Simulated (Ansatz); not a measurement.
**Yttrium, diamond under LDA: ground state and equation of state**

Aim: take yttrium in the diamond structure, relax it, solve it on a dense k-mesh, switch on spin-orbit coupling, then scale the cell to 7 volumes from 88 to 112 % of the relaxed one and try a fit of the equation of state. The k-meshes are 8×8×8 for the relaxation; 14×14×14 for the dense run; 8×8×8 for spin-orbit coupling; 9×9×9 for the volumes.

This is Y in the diamond structure; at room conditions it is hcp.

Computed with Ansatz 0.2.0 (DFT LDA (PW92), plane waves (420 eV) with PAW, scalar-relativistic; the PAW data stem from PBE, with regenerated cores, unless a step says otherwise).

## 1. The starting structure

It takes space group Fd-3m (No. 227, cubic). The conventional cell has a = 7.091 Å, b = 7.091 Å, c = 7.091 Å, α = 90.00°, β = 90.00°, γ = 90.00°. Around Y (site symmetry -43m) lie 4 Y at 3.07 Å.

Structure file:

```
Y
1.0
     0.00000    3.54541    3.54541
     3.54541    0.00000    3.54541
     3.54541    3.54541    0.00000
Y
2
Direct
  0.12500 0.12500 0.12500
  0.87500 0.87500 0.87500
```

## 2. Relaxing cell and atoms

Contents of input.yaml:

```yaml
crystal:
  lattice:
    - [0.0, 3.5454148505, 3.5454148505]
    - [3.5454148505, 0.0, 3.5454148505]
    - [3.5454148505, 3.5454148505, 0.0]
  atoms:
    - { symbol: "Y", position: [0.125, 0.125, 0.125] }
    - { symbol: "Y", position: [0.875, 0.875, 0.875] }
hamiltonian:
  xc: lda
  pseudopotentials:
    kind: paw
    azcp:
      "Y": "pseudopotentials/Y.paw.azcp"
basis:
  ecutwfc: 420
  fft_grid_basis: typed
kpoints:
  mp_grid: { grid: [8, 8, 8], shift: [0, 0, 0] }
magnetization:
  spin_polarized: false
scf:
  occupations: { method: fermi_dirac, width: 0.1 }
relax:
  max_steps: 60
  f_tol: 0.01
  cell: {}
```

After this run come: Single point on a dense mesh; Spin-orbit coupling switched on; Volume × 0.88; Volume × 0.92; Volume × 0.96; Volume × 1.0; Volume × 1.04; Volume × 1.08; Volume × 1.12.

What does the calculation give? Wanted: space group; conventional cell; volume; shortest distance; gap on the mesh; relative to hcp; V₀, B₀, B₀′.

**Answer**, as computed:

| quantity | value |
| --- | --- |
| space group (spins left aside) | Fd-3m (No. 227) |
| conventional cell | a = 6.659 Å |
| volume | 36.915 Å³/atom |
| shortest distance | 2.884 Å |
| gap on the mesh | none (levels filled in part) |
| relative to hcp | +1951 meV/atom |
| V₀, B₀, B₀′ | 36.674 Å³/atom, 11.6 GPa, -4.6 |

What this shows: The relaxation shrank the cell by 17.2 % in volume. It lies 1951 meV/atom above the element's reference form at the same level (hcp, from a run of its own), so it is far from stable. Levels at the Fermi energy are filled in part, as in a metal. The total energy of the spin-orbit run lies -0.70 eV/atom from the scalar one, but the two kinds of run don't share a zero of energy: only differences within one kind count. The fitted modulus is 11.6 GPa, a soft solid. Relaxation kept the symmetry; phonons were not checked.
